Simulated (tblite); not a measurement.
# CH6HfO8Ti: the cost of one run

Programs: tblite 0.8.0 and PySCF 2.14.0. All values are calculated, for the isolated system unless a continuum is named. Atoms count from 0, parts from 1.

1 further run of the same task is left out (for a known fault of the program).

## (1) Starting point

17 atoms, charge 0, multiplicity 1; geometry: distance geometry start.

## (2) Relaxing the cluster with GFN2-xTB

Job settings and geometry (Å):

```
{"job": {"kind": "relax", "xc": "GFN2-xTB", "basis": "xTB"}, "charge": 0, "multiplicity": 1}
C     -0.838988    -1.275021     0.255820
O     -1.668681    -0.160952     0.248514
Ti    -1.163704     1.681221     0.008113
O     -2.560784     2.664619    -0.865379
O     -0.799125     2.499934     1.734963
O      0.488488     1.726699    -1.080321
O      0.176148    -2.213293     0.332464
Hf     2.158897    -1.793577     0.867171
O      2.271622     0.098490     1.666262
O      2.767534    -3.187479     2.270901
O      3.374830    -1.941884    -0.826563
H     -2.419226     3.404963    -1.479016
H     -0.399388     2.027426     2.503938
H      0.912758     0.965815    -1.453348
H      2.508114     0.299896     2.582645
H      2.305693    -3.414193     3.096555
H      3.603411    -1.183401    -1.382043
```

Level: GFN2-xTB geometry optimisation, gas phase.

On the command line:

```sh
OMP_NUM_THREADS=1 python cluster_run.py task.json out
```

One launch serves the whole session: the jobs run in the order shown.

Q: Estimate the wall time of this first job on 1 thread of Intel Xeon 6975P-C, shared host.

About 6.1 s.
